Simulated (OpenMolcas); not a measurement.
# Nd²⁺ among point charges: CASSCF levels and susceptibility

How does a field of 8 point charges split the states of Nd²⁺, and what χT follows?

The numbers are computed with OpenMolcas 26.06 (state-averaged CASSCF, spin-orbit coupling by RASSI with atomic mean-field integrals), except any that are marked as measured or tabulated.

### Step 1. The system

```
Species                           : Nd²⁺ (neodymium, Z = 60, 58 electrons)
Basis                             : ANO-RCC-VDZP [7s6p4d2f1g], 68 functions
Scalar Hamiltonian                : DKH2, point nucleus
Inactive shells                   : 1s 2s 2p 3s 3p 3d 4s 4p 4d 5s 5p
Active space                      : 4 electrons in 7 orbitals (4f)
Some configurations of this space : 4f4
Orbitals                          : optimised for the highest spin of each parity, averaged over all roots
```

Outer shells as boxes (Hund's rule):

4f4
```
4f [↑ ][↑ ][↑ ][↑ ][  ][  ][  ]
```

The ion sits among 8 point charges of -0.75 e arranged as a hexagonal bipyramid (D6h), 2.69 Å from the ion, with the axial distance 2.825 Å.

Each step is its own input file, run in one work folder so that later steps find the files of earlier ones. Labels, J, g values, rates, χT and fits are worked out afterwards by a script from the matrices that RASSI stores. The input lists half of the charges; inversion (Group=XYZ) makes the rest.

### Step 2. Basis and integrals

File a.inp:

```
&GATEWAY
Coord
1

Nd 0.0 0.0 0.0
Basis=ANO-RCC-VDZP
Group=XYZ
NoMove
AngMom=0.0 0.0 0.0
AMFI
XField
4 Angstrom 0
2.690000 0.000000 0.000000 -0.750000
1.345000 2.329608 0.000000 -0.750000
1.345000 -2.329608 0.000000 -0.750000
0.000000 0.000000 2.824500 -0.750000
&SEWARD
```

Started as:

```
$ OMP_NUM_THREADS=1 MOLCAS_MEM=2252 MOLCAS_PROJECT=a pymolcas a.inp > a.log
```

### Step 3. Reference wave functions, quintets of even parity, 35 roots

File a.inp:

```
&RASSCF
FileOrb=start.orb
Symmetry=1
Spin=5
nActEl=4 0 0
Inactive=15 12
Ras2=0 7
CIRoot=35 35 1
SDav=35
CIMx=300
Iter=120 100
PrWF=0.3
OrbListing=Nothing
MaxOrb=0
>>> COPY $Project.JobIph JOB001
```

start.orb holds the contracted functions of the basis, ordered by shell, or the orbitals of the step before.

### Step 4. Reference wave functions, triplets of even parity, 162 roots

File a.inp:

```
&RASSCF
FileOrb=start.orb
Symmetry=1
Spin=3
nActEl=4 0 0
Inactive=15 12
Ras2=0 7
CIRoot=162 162 1
SDav=210
CIMx=300
Iter=120 100
PrWF=0.3
OrbListing=Nothing
MaxOrb=0
CIOnly
>>> COPY $Project.JobIph JOB002
```

### Step 5. CASSCF: singlets of even parity, 162 roots

File a.inp:

```
&RASSCF
FileOrb=start.orb
Symmetry=1
Spin=1
nActEl=4 0 0
Inactive=15 12
Ras2=0 7
CIRoot=162 162 1
SDav=196
CIMx=300
Iter=120 100
PrWF=0.3
OrbListing=Nothing
MaxOrb=0
CIOnly
>>> COPY $Project.JobIph JOB003
```

### Step 6. State interaction with spin-orbit coupling

File a.inp:

```
&RASSI
NrOfJobIphs=3 33 106 31
1 2 3 4 5 6 7 8 9 10 11 12 13 14 15 16 17 18 19 20 21 22 23 24 25 26 27
28 29 30 31 32 33
1 2 3 4 5 6 7 8 9 10 11 12 13 14 15 16 17 18 19 20 21 22 23 24 25 26 27
28 29 30 31 32 33 34 35 36 37 38 39 40 41 42 43 44 45 46 47 48 49 50 51
52 53 54 55 56 57 58 59 60 61 62 63 64 65 66 67 68 69 70 71 72 73 74 75
76 77 78 79 80 81 82 83 84 85 86 87 88 89 90 91 92 93 94 95 96 97 98 99
100 101 102 103 104 105 106
1 2 3 4 5 6 7 8 9 10 11 12 13 14 15 16 17 18 19 20 21 22 23 24 25 26 27
28 29 30 31
IphNames
JOB001
JOB002
JOB003
EJob
SpinOrbit
DIPRint=1.0
SOCoupling=1000.0
Subsets=2
Property=9
'ANGMOM' 1 'ANGMOM' 2 'ANGMOM' 3 'MLTPL  1' 1 'MLTPL  1' 2 'MLTPL  1' 3
'AMFI' 1 'AMFI' 2 'AMFI' 3
SOProperty=3
'ANGMOM' 1 'ANGMOM' 2 'ANGMOM' 3
```

**Question.** What will these runs give? Wanted: spin-free ground state; first state of the same spin within the active space; lowest level; next level.

**Answer**, as computed:

| quantity | value |
| --- | --- |
| method | CASSCF |
| spin-free ground state | quintet, 2-fold in its orbital part |
| first state of the same spin within the active space | quintet at 34.6 cm⁻¹ |
| lowest level | 2-fold, g = 0.00, 0.00, 4.72 |
| next level | 7.1 cm⁻¹ |
| χT at 300 K | 1.03 cm³ K/mol |
| effective moment at 300 K | 2.87 μB |

In words: The spin-free ground state (quintet) comes to 100 % from free-ion I terms and keeps the highest spin of the shell. The triplets, singlets rest on orbitals optimised for another spin in at least one step, which raises them against the optimised states. Not all states of the active space went into the spin-orbit step. High states of lower spin are left out of the spin-orbit mixing, and CASSCF puts spin-flip levels too high. Point charges carry no covalency, so the field is a model and not that of real ligands.
